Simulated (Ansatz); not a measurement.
# CrAgO2: the cost of one run

Method: DFT PBEsol without U, plane waves, PAW, in Ansatz 0.2.0.

2 further runs of the same task are left out: 2 that didn't finish.

**1. The starting structure**

The structure is trigonal, space group R-3m (No. 166). The conventional cell has a = 2.985 Å, b = 2.985 Å, c = 18.510 Å, α = 90.00°, β = 90.00°, γ = 120.00°. Cr (site symmetry -3m) has 6 O at 2.00 Å as nearest neighbours. Around Ag (site symmetry -3m) lie 2 O at 2.07 Å. O (site symmetry 3m) has 3 Cr at 2.00 Å and 1 Ag at 2.07 Å as nearest neighbours.

As a file:

```cif
data_structure
_symmetry_space_group_name_H-M 'R-3m:H'
_symmetry_Int_Tables_number 166
_cell_length_a 2.9850
_cell_length_b 2.9850
_cell_length_c 18.5100
_cell_angle_alpha 90.000
_cell_angle_beta 90.000
_cell_angle_gamma 120.000
_cell_volume 142.83
loop_
_atom_site_label
_atom_site_type_symbol
_atom_site_symmetry_multiplicity
_atom_site_Wyckoff_symbol
_atom_site_fract_x
_atom_site_fract_y
_atom_site_fract_z
_atom_site_occupancy
Cr1 Cr 3 b 0.66667 0.33333 0.83333 1
Ag1 Ag 3 a 0.00000 0.00000 0.00000 1
O1 O 6 c 0.33333 0.66667 0.77857 1
```

An earlier series on this cell reached its lowest free state from «antiferromagnetic start, free», perhaps among other starts.

**2. Antiferromagnetic site moments held at first, then free**

input.yaml

```yaml
crystal:
  lattice:
    - [1.49250042, -0.86169551, 12.33999598]
    - [-1.49250042, -0.86169551, 12.33999598]
    - [0.0, -3.44678206, 12.33999598]
  atoms:
    - { symbol: Cr, position: [0.5, 0.5, 0.75], spin: 2.4 }
    - { symbol: Ag, position: [0.0, 0.0, 0.0] }
    - { symbol: O, position: [0.1119, 0.1119, 0.94405] }
    - { symbol: O, position: [0.8881, 0.8881, 0.55595] }
    - { symbol: Cr, position: [0.5, 0.5, 0.25], spin: -2.4 }
    - { symbol: Ag, position: [0.0, 0.0, 0.5] }
    - { symbol: O, position: [0.1119, 0.1119, 0.44405] }
    - { symbol: O, position: [0.8881, 0.8881, 0.05595] }
basis:
  ecutwfc: 420
  ecutrho_ratio: 4
kpoints:
  mp_grid: { grid: [7, 7, 7] }
hamiltonian:
  xc: pbesol
scf:
  occupations: { method: gaussian, width: 0.05 }
  lower_state_search: "off"
  max_iter: 150
output:
  forces: true
  stress: true
  eigenvalues: true
  populations: true
  hubbard: { sites: [{ site: 0, l: d }, { site: 4, l: d }] }
magnetization:
  spin_polarized: true
  spin_locking: { lock_spins: true, n_iters: 12 }
```

The lock is temporary (n_iters 12) and is released on the way.

The run is started by

```bash
> ansatz run input.yaml --threads 4 --pin off --max-ram 6144MiB --backend cpu --events-out ev --progress --plain --runs-dir out
```

**Question.** How long does this run take on 4 threads of Arm Neoverse V1, shared host, and how much memory does it need?

About 17 s, with a peak of 0.68 GiB.
